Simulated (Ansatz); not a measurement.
What does this script print? It uses Ansatz 0.2.0 through its Python package.

`run_eos.py`:
```python
"""Equation of state of SrNbO3."""

import ansatz as az
import numpy as np
from scipy.optimize import curve_fit

VECTORS = np.array([
    [4.06969, 0.0, 0.0],
    [0.0, 4.06969, 0.0],
    [0.0, 0.0, 4.06969],
])
SITES = [
    ("Sr", [0.5, 0.5, 0.5]),
    ("Nb", [0.0, 0.0, 0.0]),
    ("O", [0.0, 0.5, 0.0]),
    ("O", [0.0, 0.0, 0.5]),
    ("O", [0.5, 0.0, 0.0]),
]


def on_lattice(cell):
    crystal = az.Crystal(lattice=az.Lattice.of(cell))
    for symbol, position in SITES:
        crystal = crystal.atom(symbol, position)
    return crystal

def vinet(v, e0, v0, b0, b1):
    eta = (v / v0) ** (1 / 3)
    return e0 + 2 * b0 * v0 / (b1 - 1) ** 2 * (2 - (5 + 3 * b1 * (eta - 1) - 3 * eta) * np.exp(-1.5 * (b1 - 1) * (eta - 1)))


def main() -> None:
    # scale the volume, keep shape and fractions
    volumes, energies = [], []
    for scale in np.linspace(0.92, 1.08, 7):
        cell = VECTORS * scale ** (1 / 3)
        base = (
            on_lattice(cell).calculation()
            .functional("PBEsol")
            .pseudopotentials("nc")
            .occupations(az.OccupationsMethod.FERMI_DIRAC)
            .scf(extra_bands=8)
            .kpoints(6, 6, 6)
        )
        rep = base.run().report
        volumes.append(abs(np.linalg.det(cell)) / len(SITES))
        energies.append(rep["free_energy_ev"] / len(SITES))
        print(f"V = {volumes[-1]:8.4f} A^3/atom  F = {energies[-1]:.5f} eV/atom")

    guess = (min(energies), volumes[int(np.argmin(energies))], 0.5, 4.5)
    (e0, v0, b0, b1), _ = curve_fit(vinet, np.array(volumes), np.array(energies), p0=guess, maxfev=20000)
    print(f"Vinet fit: V0 = {v0:.4f} A^3/atom, B0 = {160.21766 * b0:.1f} GPa, B1 = {b1:.2f}")
    print("largest residual", round(1000 * float(np.abs(vinet(np.array(volumes), e0, v0, b0, b1) - energies).max()), 3), "meV/atom")


if __name__ == "__main__":
    main()
```

`python run_eos.py` gives:
```text
DeckWarning: basis.ecutwfc = 1142.878222 eV, auto-derived from the records' recommended cutoffs: set by O (normal level)
V =  12.4023 A^3/atom  F = -795.65153 eV/atom
V =  12.7618 A^3/atom  F = -795.66498 eV/atom
V =  13.1213 A^3/atom  F = -795.66565 eV/atom
V =  13.4807 A^3/atom  F = -795.65534 eV/atom
V =  13.8402 A^3/atom  F = -795.63557 eV/atom
V =  14.1997 A^3/atom  F = -795.60767 eV/atom
V =  14.5592 A^3/atom  F = -795.57278 eV/atom
Vinet fit: V0 = 12.9601 A^3/atom, B0 = 188.5 GPa, B1 = 4.37
largest residual 0.006 meV/atom
```
(Warnings from the package without file and line.)

A third-order Birch-Murnaghan fit through the 7 points (the script's own form differs a little) has its minimum at 12.96 Å³ an atom, 3.9 % below the typed cell, with a bulk modulus of 189 GPa and dB/dP = 4.4. From that minimum the energy rises by 15.3 meV an atom on the compressed side and 94.0 meV on the expanded side.

What to keep in mind:
- These settings explore the input space; cutoff and mesh may be short of convergence.
- The cell holds an odd number of electrons and is run without spin, so a magnetic state may lie lower.
- For a metal this k-point mesh is coarse: on a finer one energies can move by several to tens of meV an atom and pressures by half a GPa or more, differences at one mesh by less.
- This cell is a computed structure, which may not be the phase found in nature.

(Lines on the test bed's own set-up are left out of the output.)
